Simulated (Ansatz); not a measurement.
**AlFH₂SSi: one molecule under many settings**

Aim: run AlFH₂SSi under a spread of inputs, and see what each costs and gives.

Computed with Ansatz 0.2.0, Gaussian basis. Level: the settings change from run to run.

## Step 1: The relaxed structure

An earlier PBE0-D4 in a triple-zeta def2 set relaxation fixed the geometry.

6 atoms, charge 0, spin multiplicity 1.

Atoms are counted from 1 here; the program's logs count them from 0.

Bond lengths: F1–Al2 1.638 Å, Al2–Si3 2.303 Å, Al2–S4 2.154 Å, Si3–S4 2.221 Å, Si3–H5 1.486 Å, Si3–H6 1.486 Å. Angles: F1–Al2–Si3 163.0°, F1–Al2–S4 137.4°, Si3–Al2–S4 59.7°, Al2–Si3–S4 56.8°, Al2–Si3–H5 125.1°, Al2–Si3–H6 125.1°, S4–Si3–H5 112.8°, S4–Si3–H6 112.8°, H5–Si3–H6 108.9°, Al2–S4–Si3 63.5°.

## Step 2: RPBE/6-31G*

This run has a grid of angular degree 47, D3(BJ) dispersion, high accuracy, the search for lower states set to off.

Input file in.yaml:

```yaml
crystal:
  periodic: [false, false, false]
  atoms:
    - {symbol: F, position_ang: [-0.301951, -2.925431, 0.620876]}
    - {symbol: Al, position_ang: [-0.235288, -1.339744, 0.216118]}
    - {symbol: Si, position_ang: [0.432768, 0.854427, 0.012993]}
    - {symbol: S, position_ang: [-1.422093, 0.058739, -0.914031]}
    - {symbol: H, position_ang: [1.404038, 1.362860, -0.989716]}
    - {symbol: H, position_ang: [0.164624, 1.925048, 1.007560]}
basis:
  gaussian: {orbitals: "6-31G*", final_grid: {core_spheres: 20, valence_spheres: 16, degree: 47}}
hamiltonian: {xc: {name: RPBE}, dispersion: d3bj}
accuracy: high
scf: {lower_state_search: off}
output: {forces: true}
```

Launch:

```console
$ ansatz run in.yaml --threads 2 --pin off --events-out ev --progress --plain --max-ram 4352MiB
```

Log (excerpt; [...] marks lines left out):

```text
Functional definition: RPBE
  name "RPBE"
  cite "Hammer, Hansen & Nørskov, Phys. Rev. B 59, 7413 (1999) doi:10.1103/PhysRevB.59.7413"
  cite "Perdew, Burke & Ernzerhof, Phys. Rev. Lett. 77, 3865 (1996) doi:10.1103/PhysRevLett.77.3865"
[...]
1511 factors; integrals over basis functions are off by at most 4.4e-9 eV
[...]
mean field -28057.93415927 eV, -1031.1100620024 hartree, gradient 1.6e-8 eV, S^2 0.000000; 0 other end points of the search recorded, 0 dependent functions left out
[...]
reference -28057.93416312 eV, -1031.1100621439 hartree; 27, 27 occupied and 49, 49 virtual orbitals, 1511 factors
Total energy: -28059.27923266 eV, -1031.1594925378 hartree
Atom 0 at    -0.301951    -2.925431     0.620876 Å, force    -0.026039    -0.967315     0.256106 eV/Å
Atom 1 at    -0.235288    -1.339744     0.216118 Å, force     0.180963     0.663007    -0.074438 eV/Å
Atom 2 at     0.432768     0.854427     0.012993 Å, force     0.174189    -0.130685     0.145030 eV/Å
Atom 3 at    -1.422093     0.058739    -0.914031 Å, force    -0.449452     0.120861    -0.312916 eV/Å
Atom 4 at     1.404038     1.362860    -0.989716 Å, force     0.176400     0.104312    -0.194226 eV/Å
Atom 5 at     0.164624     1.925048     1.007560 Å, force    -0.056061     0.209820     0.180444 eV/Å
Dipole moment:     0.274021     0.025429     0.162964 e Å
Checks for a lower state left out: stability, starts, cluster_reference, orbital_swaps, neighbouring_geometries, increment
```

Run time: 2.6 s. Hardware: 2 threads of Arm Neoverse V2, shared host.

Largest force 1.001 eV/Å, dipole 1.54 D.

## Step 3: B3LYP/aug-pcseg-2

Set apart from the defaults: multiplicity 3.

in.yaml: that of step 2 with these lines changed.

```diff
@@ -10,6 +10,5 @@
 basis:
-  gaussian: {orbitals: "6-31G*", final_grid: {core_spheres: 20, valence_spheres: 16, degree: 47}}
-hamiltonian: {xc: {name: RPBE}, dispersion: d3bj}
-accuracy: high
-scf: {lower_state_search: off}
+  gaussian: {orbitals: aug-pcseg-2}
+magnetization: {spin_polarized: true, initial_magnetization: 2}
+hamiltonian: {xc: {name: B3LYP}}
 output: {forces: true}
```

The command is unchanged.

Log (excerpt; [...] marks lines left out):

```text
Functional definition: B3LYP
  name "B3LYP"
  cite "Stephens, Devlin, Chabalowski & Frisch, J. Phys. Chem. 98, 11623 (1994) doi:10.1021/j100096a001"
  cite "Becke, Phys. Rev. A 38, 3098 (1988) doi:10.1103/PhysRevA.38.3098"
  cite "Lee, Yang & Parr, Phys. Rev. B 37, 785 (1988) doi:10.1103/PhysRevB.37.785"
  cite "Vosko, Wilk & Nusair, Can. J. Phys. 58, 1200 (1980) doi:10.1139/p80-159"
[...]
1330 factors; their error is unknown
[...]
mean field -28063.24827015 eV, -1031.3053519751 hartree, gradient 1.9e-5 eV, S^2 2.005845; 5 other end points of the search recorded, 0 dependent functions left out
[...]
reference -28063.24858722 eV, -1031.3053636273 hartree; 28, 26 occupied and 214, 216 virtual orbitals, 1330 factors
Total energy: -28063.24858722 eV, -1031.3053636273 hartree
Atom 0 at    -0.301951    -2.925431     0.620876 Å, force    -0.205748    -0.901985     0.124598 eV/Å
Atom 1 at    -0.235288    -1.339744     0.216118 Å, force    -0.591327    -3.802731     0.707009 eV/Å
Atom 2 at     0.432768     0.854427     0.012993 Å, force    -0.023692     3.903569    -1.114271 eV/Å
Atom 3 at    -1.422093     0.058739    -0.914031 Å, force     1.025490     1.082079     0.330790 eV/Å
Atom 4 at     1.404038     1.362860    -0.989716 Å, force    -0.045658    -0.165951    -0.115963 eV/Å
Atom 5 at     0.164624     1.925048     1.007560 Å, force    -0.159066    -0.114980     0.067838 eV/Å
Dipole moment:     0.193998     0.498360    -0.020247 e Å
```

Wall time 28 s (2 threads of Arm Neoverse V2, shared host); peak memory 0.88 GiB.

Largest force 4.060 eV/Å, dipole 2.57 D, ⟨S²⟩ 2.006.

## Step 4: B3LYP5/def2-TZVP

in.yaml: that of step 3 with these lines changed.

```diff
@@ -10,5 +10,3 @@
 basis:
-  gaussian: {orbitals: aug-pcseg-2}
-magnetization: {spin_polarized: true, initial_magnetization: 2}
-hamiltonian: {xc: {name: B3LYP}}
-output: {forces: true}
+  gaussian: {orbitals: def2-TZVP}
+hamiltonian: {xc: {name: B3LYP5}}
```

The command is unchanged.

Log:

```text
Functional definition: B3LYP5
  name "B3LYP5"
  cite "Stephens, Devlin, Chabalowski & Frisch, J. Phys. Chem. 98, 11623 (1994) doi:10.1021/j100096a001"
  cite "Becke, Phys. Rev. A 38, 3098 (1988) doi:10.1103/PhysRevA.38.3098"
  cite "Lee, Yang & Parr, Phys. Rev. B 37, 785 (1988) doi:10.1103/PhysRevB.37.785"
  cite "Vosko, Wilk & Nusair, Can. J. Phys. 58, 1200 (1980) doi:10.1139/p80-159"
  parameter a0 = 0.2
  parameter ax = 0.72
  parameter ac = 0.81
  exchange = (1 - a0 - ax)*slater_x + ax*b88_x + a0*exact_x
  correlation = (1 - ac)*vwn5_c + ac*lyp_c
1035 factors; their error is unknown
mean field evaluation 1: about -28056.6695 eV, gradient 4.4e1 eV
mean field evaluation 2: about -28050.4524 eV, gradient 8.0e1 eV
mean field evaluation 4: about -28060.1959 eV, gradient 2.6e0 eV
mean field evaluation 8: about -28060.2721 eV, gradient 1.2e-1 eV
mean field -28060.27211969 eV, -1031.1959804631 hartree, gradient 5.8e-5 eV, S^2 0.000000; 0 other end points of the search recorded, 0 dependent functions left out
reference -28060.27236537 eV, -1031.1959894918 hartree; 27, 27 occupied and 127, 127 virtual orbitals, 1035 factors
Total energy: -28060.27236537 eV, -1031.1959894918 hartree
```

It took 2.5 s on 2 threads of Arm Neoverse V2, shared host; peak memory 0.33 GiB.

## Step 5: PBE0-DH/cc-pVTZ-DK

Options: atoms shaken by 0.15 Å.

Input file in.yaml:

```yaml
crystal:
  periodic: [false, false, false]
  atoms:
    - {symbol: F, position_ang: [-0.533570, -3.138744, 0.734766]}
    - {symbol: Al, position_ang: [-0.070970, -1.456704, 0.445427]}
    - {symbol: Si, position_ang: [0.467641, 0.592038, -0.044865]}
    - {symbol: S, position_ang: [-1.543931, 0.061918, -1.009262]}
    - {symbol: H, position_ang: [1.326631, 1.394213, -0.838832]}
    - {symbol: H, position_ang: [0.143546, 1.866818, 0.900575]}
basis:
  gaussian: {orbitals: cc-pVTZ-DK}
hamiltonian: {xc: {name: PBE0-DH}}
```

The command is unchanged.

Log (excerpt; [...] marks lines left out):

```text
Functional definition: PBE0-DH
  name "PBE0-DH"
  cite "Brémond & Adamo, J. Chem. Phys. 135, 024106 (2011) doi:10.1063/1.3604569"
  cite "Perdew, Burke & Ernzerhof, Phys. Rev. Lett. 77, 3865 (1996) doi:10.1103/PhysRevLett.77.3865"
[...]
961 factors; integrals over basis functions are off by at most 7.9e-4 eV
[...]
mean field -28105.72510694 eV, -1032.8663469354 hartree, gradient 2.9e-6 eV, S^2 0.000000; 0 other end points of the search recorded, 0 dependent functions left out
16 core orbitals not correlated: weight in the atoms' cores, before any rotation towards them, 1.000 or more for the frozen orbitals, at most 0.000 for the correlated occupied ones
reference -28105.72512819 eV, -1032.8663477162 hartree; 11, 11 occupied and 133, 133 virtual orbitals, 961 factors
second order -21.18783152 eV of doubles, -0.00000000 eV of singles
Total energy: -28108.37360713 eV, -1032.9636775221 hartree
Relativity: scalar
```

Run time: 4.5 s. Hardware: 2 threads of Arm Neoverse V2, shared host; peak memory 0.29 GiB.

## Step 6: B97/cc-pVTZ

Options: a point charge of 2.00 e beside it.

Input file in.yaml:

```yaml
crystal:
  periodic: [false, false, false]
  atoms:
    - {symbol: F, position_ang: [-0.301951, -2.925431, 0.620876]}
    - {symbol: Al, position_ang: [-0.235288, -1.339744, 0.216118]}
    - {symbol: Si, position_ang: [0.432768, 0.854427, 0.012993]}
    - {symbol: S, position_ang: [-1.422093, 0.058739, -0.914031]}
    - {symbol: H, position_ang: [1.404038, 1.362860, -0.989716]}
    - {symbol: H, position_ang: [0.164624, 1.925048, 1.007560]}
basis:
  gaussian: {orbitals: cc-pVTZ, point_charges: [{charge: 2.00, position_ang: [4.349, -0.520, 0.287]}]}
hamiltonian: {xc: {name: B97}}
output: {forces: true}
```

The command is unchanged.

Log (excerpt; [...] marks lines left out):

```text
Functional definition: B97
  name "B97"
  cite "Becke, J. Chem. Phys. 107, 8554 (1997) doi:10.1063/1.475007"
[...]
      + integral(e_c_pw_opposite_spin*poly(b97_u_opposite, cos0, cos1, cos2))
1119 factors; their error is unknown
[...]
mean field -28060.50668283 eV, -1031.2046004996 hartree, gradient 2.3e-5 eV, S^2 0.000000; 0 other end points of the search recorded, 0 dependent functions left out
[...]
reference -28060.50671048 eV, -1031.2046015155 hartree; 27, 27 occupied and 133, 133 virtual orbitals, 1119 factors
Total energy: -28060.50671048 eV, -1031.2046015155 hartree
Atom 0 at    -0.301951    -2.925431     0.620876 Å, force     0.345539    -0.177703     0.130891 eV/Å
Atom 1 at    -0.235288    -1.339744     0.216118 Å, force    -0.732800    -0.727904    -0.128761 eV/Å
Atom 2 at     0.432768     0.854427     0.012993 Å, force     0.006561     0.687534    -0.190918 eV/Å
Atom 3 at    -1.422093     0.058739    -0.914031 Å, force     0.608636     0.046936     0.308588 eV/Å
Atom 4 at     1.404038     1.362860    -0.989716 Å, force     0.308025     0.111736    -0.124318 eV/Å
Atom 5 at     0.164624     1.925048     1.007560 Å, force     0.187674    -0.071385     0.032962 eV/Å
Dipole moment:    -0.758577     0.140337    -0.001749 e Å
```

Wall time 8 s (2 threads of Arm Neoverse V2, shared host); peak memory 0.4 GiB.

Largest force 1.041 eV/Å, dipole 3.71 D.

## Step 7: HSE06/6-31++G**

This run has atoms shaken by 0.15 Å, density fitting with def2-universal-jkfit, the search for lower states set to light.

Input file in.yaml:

```yaml
crystal:
  periodic: [false, false, false]
  atoms:
    - {symbol: F, position_ang: [-0.207472, -2.874886, 0.925749]}
    - {symbol: Al, position_ang: [0.087957, -1.537990, 0.248805]}
    - {symbol: Si, position_ang: [0.391471, 0.623555, -0.017596]}
    - {symbol: S, position_ang: [-1.492620, -0.141426, -1.060714]}
    - {symbol: H, position_ang: [1.500671, 1.314629, -0.911634]}
    - {symbol: H, position_ang: [0.110812, 2.159868, 0.965589]}
basis:
  gaussian: {orbitals: "6-31++G**", fitting: {mean_field: def2-universal-jkfit}}
hamiltonian: {xc: {name: HSE06}}
scf: {lower_state_search: light}
```

Same command.

Log (excerpt; [...] marks lines left out):

```text
Functional definition: HSE06
  name "HSE06"
  cite "Heyd, Scuseria & Ernzerhof, J. Chem. Phys. 118, 8207 (2003) doi:10.1063/1.1564060"
  cite "Krukau, Vydrov, Izmaylov & Scuseria, J. Chem. Phys. 125, 224106 (2006) doi:10.1063/1.2404663"
  cite "Heyd & Scuseria, J. Chem. Phys. 120, 7274 (2004) doi:10.1063/1.1668634"
  cite "Ernzerhof & Perdew, J. Chem. Phys. 109, 3313 (1998) doi:10.1063/1.476928"
  cite "Perdew, Burke & Ernzerhof, Phys. Rev. Lett. 77, 3865 (1996) doi:10.1103/PhysRevLett.77.3865"
  parent pbe
[...]
  # The whole range is PBE's own exchange, as in plane waves. The composition of these papers is wPBEh.
[...]
497 factors; integrals over basis functions are off by at most 3.9e-1 eV
497 factors; integrals over basis functions are off by at most 2.1e-7 eV
[...]
mean field -28045.74500971 eV, -1030.6621190180 hartree, gradient 4.0e-5 eV, S^2 0.000000; 0 other end points of the search recorded, 0 dependent functions left out
reference -28045.74509996 eV, -1030.6621223346 hartree; 27, 27 occupied and 73, 73 virtual orbitals, 497 factors
Total energy: -28045.74509996 eV, -1030.6621223346 hartree
```

Run time: 1.6 s. Hardware: 2 threads of Arm Neoverse V2, shared host.

## Step 8: PBE-QIDH/def2-mTZVP

This run has multiplicity 3, atoms shaken by 0.15 Å.

Input file in.yaml:

```yaml
crystal:
  periodic: [false, false, false]
  atoms:
    - {symbol: F, position_ang: [-0.283992, -3.026340, 0.945418]}
    - {symbol: Al, position_ang: [-0.012726, -1.052908, 0.096668]}
    - {symbol: Si, position_ang: [0.194971, 0.799886, 0.055010]}
    - {symbol: S, position_ang: [-1.387485, 0.025106, -0.865013]}
    - {symbol: H, position_ang: [1.310789, 1.454103, -0.975854]}
    - {symbol: H, position_ang: [0.035309, 2.015734, 1.202165]}
basis:
  gaussian: {orbitals: def2-mTZVP}
magnetization: {spin_polarized: true, initial_magnetization: 2}
hamiltonian: {xc: {name: PBE-QIDH}}
```

Launched as before.

Log (excerpt; [...] marks lines left out):

```text
Functional definition: PBE-QIDH
  name "PBE-QIDH"
  cite "Brémond, Sancho-García, Pérez-Jiménez & Adamo, J. Chem. Phys. 141, 031101 (2014) doi:10.1063/1.4890314"
  cite "Perdew, Burke & Ernzerhof, Phys. Rev. Lett. 77, 3865 (1996) doi:10.1103/PhysRevLett.77.3865"
[...]
786 factors; integrals over basis functions are off by at most 1.0e-3 eV
[...]
mean field -28028.48022264 eV, -1030.0276497958 hartree, gradient 6.2e-6 eV, S^2 2.010991; 6 other end points of the search recorded, 0 dependent functions left out
16 core orbitals not correlated: weight in the atoms' cores, before any rotation towards them, 1.000 or more for the frozen orbitals, at most 0.000 for the correlated occupied ones
reference -28028.48023587 eV, -1030.0276502818 hartree; 12, 10 occupied and 63, 65 virtual orbitals, 786 factors
second order -14.63268428 eV of doubles, -0.00000000 eV of singles
Total energy: -28033.35779729 eV, -1030.2068973581 hartree
```

It took 9.5 s on 2 threads of Arm Neoverse V2, shared host; peak memory 0.32 GiB.

⟨S²⟩ 2.011.

## Step 9: r2SCAN50/6-31G

This run has charge +1, multiplicity 2.

Input file in.yaml:

```yaml
crystal:
  periodic: [false, false, false]
  atoms:
    - {symbol: F, position_ang: [-0.301951, -2.925431, 0.620876]}
    - {symbol: Al, position_ang: [-0.235288, -1.339744, 0.216118]}
    - {symbol: Si, position_ang: [0.432768, 0.854427, 0.012993]}
    - {symbol: S, position_ang: [-1.422093, 0.058739, -0.914031]}
    - {symbol: H, position_ang: [1.404038, 1.362860, -0.989716]}
    - {symbol: H, position_ang: [0.164624, 1.925048, 1.007560]}
basis:
  gaussian: {orbitals: 6-31G}
total_charge: 1
magnetization: {spin_polarized: true, initial_magnetization: 1}
hamiltonian: {xc: {name: r2SCAN50}}
```

The command is unchanged.

Log (excerpt; [...] marks lines left out):

```text
Functional definition: r2SCAN50
  name "r2SCAN50"
  cite "Bursch, Neugebauer, Ehlert & Grimme, J. Chem. Phys. 156, 134105 (2022) doi:10.1063/5.0086040"
  cite "Furness, Kaplan, Ning, Perdew & Sun, J. Phys. Chem. Lett. 11, 8208 (2020) doi:10.1021/acs.jpclett.0c02405"
  cite "Furness, Kaplan, Ning, Perdew & Sun, J. Phys. Chem. Lett. 11, 9248 (2020) doi:10.1021/acs.jpclett.0c03077"
  parent r2scan
[...]
561 factors; integrals over basis functions are off by at most 1.7e-4 eV
[...]
mean field -28043.48816665 eV, -1030.5791815653 hartree, gradient 2.4e-5 eV, S^2 0.759491; 2 other end points of the search recorded, 0 dependent functions left out
reference -28043.48817703 eV, -1030.5791819470 hartree; 27, 26 occupied and 25, 26 virtual orbitals, 561 factors
Total energy: -28043.48817703 eV, -1030.5791819470 hartree
```

It took 4 s on 2 threads of Arm Neoverse V2, shared host.

⟨S²⟩ 0.759.

## Step 10: B97M-V/6-31G

Options: relativity set to none.

in.yaml: that of step 9 with these lines changed.

```diff
@@ -11,4 +11,2 @@
   gaussian: {orbitals: 6-31G}
-total_charge: 1
-magnetization: {spin_polarized: true, initial_magnetization: 1}
-hamiltonian: {xc: {name: r2SCAN50}}
+hamiltonian: {xc: {name: B97M-V}, pseudopotentials: {relativity: none}}
```

The command is unchanged.

Log (excerpt; [...] marks lines left out):

```text
Functional definition: B97M-V
  name "B97M-V"
  cite "Mardirossian & Head-Gordon, J. Chem. Phys. 142, 074111 (2015) doi:10.1063/1.4907719"
  cite "Becke, J. Chem. Phys. 107, 8554 (1997) doi:10.1063/1.475007"
  cite "Vydrov & Van Voorhis, J. Chem. Phys. 133, 244103 (2010) doi:10.1063/1.3521275"
  # Of w^i u^j: cxij and so on, Table III.
[...]
  gx(w, u) = cx00 + cx01*u + cx02*u^2 + (cx10 + cx11*u)*w
  gss(w, u) = css00 + css02*u^2 + css10*w + (css32*w^3 + css42*w^4)*u^2
  gos(w, u) = cos00 + cos01*u + cos03*u^3 + cos10*w + cos32*w^3*u^2
[...]
      + integral(e_c_pw_mod_opposite_spin*gos(b97_w_opposite, b97_u_opposite)) + vv10(b, c)
562 factors; integrals over basis functions are off by at most 1.7e-4 eV
[...]
mean field -28050.67473813 eV, -1030.8432831961 hartree, gradient 3.4e-5 eV, S^2 0.000000; 0 other end points of the search recorded, 0 dependent functions left out
reference -28050.67480164 eV, -1030.8432855301 hartree; 27, 27 occupied and 25, 25 virtual orbitals, 562 factors
Total energy: -28050.67480164 eV, -1030.8432855301 hartree
```

Wall time 3.2 s (2 threads of Arm Neoverse V2, shared host).

## Step 11: All runs side by side

```tsv
level	charge	multiplicity	geometry	functions	energy (eV)	time
RPBE/6-31G*	0	1	relaxed	76	-28059.279	2.6 s
B3LYP/aug-pcseg-2	0	3	relaxed	242	-28063.249	28 s
B3LYP5/def2-TZVP	0	1	relaxed	154	-28060.272	2.5 s
PBE0-DH/cc-pVTZ-DK	0	1	shaken	160	-28108.374	4.5 s
B97/cc-pVTZ	0	1	relaxed, point charge	160	-28060.507	8 s
HSE06/6-31++G**	0	1	shaken	100	-28045.745	1.6 s
PBE-QIDH/def2-mTZVP	0	3	shaken	91	-28033.358	9.5 s
r2SCAN50/6-31G	1	2	relaxed	52	-28043.488	4 s
B97M-V/6-31G	0	1	relaxed	52	-28050.675	3.2 s
```

## Step 12: Results

| quantity | value |
| --- | --- |
| runs | 9 |
| quickest | HSE06/6-31++G**, 1.6 s |
| slowest | B3LYP/aug-pcseg-2, 28 s |
| spread of total energies, same state and geometry | 9.6 eV |

B3LYP/aug-pcseg-2 took 18 times as long as HSE06/6-31++G**. The jobs differ in tasks and options as well as level. The totals spread over 10 eV; they can't be compared across methods or bases. At the PBE0-D4/def2-TZVP geometry and in the same state, runs without warnings or point charges leave forces up to 1.00 eV/Å (RPBE/6-31G*).
